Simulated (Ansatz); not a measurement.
# Co2Os: the cost of one run

Method: DFT PBE, scalar-relativistic, plane waves, PAW, in Ansatz 0.2.0.

1 further run of the same task is left out (it didn't finish).

### 1 The starting structure

The structure is hexagonal, space group P6/mmm (No. 191). The conventional cell has a = 3.223 Å, b = 3.223 Å, c = 3.479 Å, α = 90.00°, β = 90.00°, γ = 120.00°. Co (site symmetry -6m2) is surrounded by 3 Co at 1.86 Å. Around Os (site symmetry 6/mmm) lie 12 Co at 2.55 Å.

As a file:

```
CELL_PARAMETERS angstrom
3.22255 0.00000 0.00000
-1.61127 2.79081 0.00000
0.00000 0.00000 3.47950
ATOMIC_POSITIONS crystal
Co 0.33333 0.66667 0.50000
Co 0.66667 0.33333 0.50000
Os 0.00000 0.00000 0.00000
```

(A quick probe on a coarse mesh, which set the mesh and smearing, is not shown.)

### 3 Rough relaxation on the coarse mesh

input.yaml reads:

```yaml
crystal:
  lattice:
    - [3.222547741, 0.0, 0.0]
    - [-1.6112738705, 2.7908082086, 0.0]
    - [0.0, 0.0, 3.4794950692]
  atoms:
    - { symbol: Co, position: [0.3333333333, 0.6666666667, 0.5], spin: 0.72 }
    - { symbol: Co, position: [0.6666666667, 0.3333333333, 0.5], spin: 0.72 }
    - { symbol: Os, position: [0.0, 0.0, 0.0], spin: 0.41 }
basis:
  ecutwfc: 420
kpoints:
  mp_grid: { grid: [6, 6, 6] }
hamiltonian:
  xc: pbe
scf:
  occupations: { method: gaussian, width: 0.1 }
  lower_state_search: "off"
output:
  forces: true
  stress: true
  eigenvalues: true
  populations: true
magnetization:
  spin_polarized: true
relax:
  adjacent_minimum: "off"
  f_tol: 0.04
  max_steps: 70
  cell: { stress_tol: 0.4 }
```

Run with:

```sh
ansatz run input.yaml --threads 1 --pin off --max-ram 2560MiB --backend cpu --events-out ev --progress --plain --runs-dir out
```

**Question.** How long does this run take on 1 thread of Arm Neoverse V2, shared host, and how much memory does it need?

About 75 s, with a peak of 0.34 GiB.
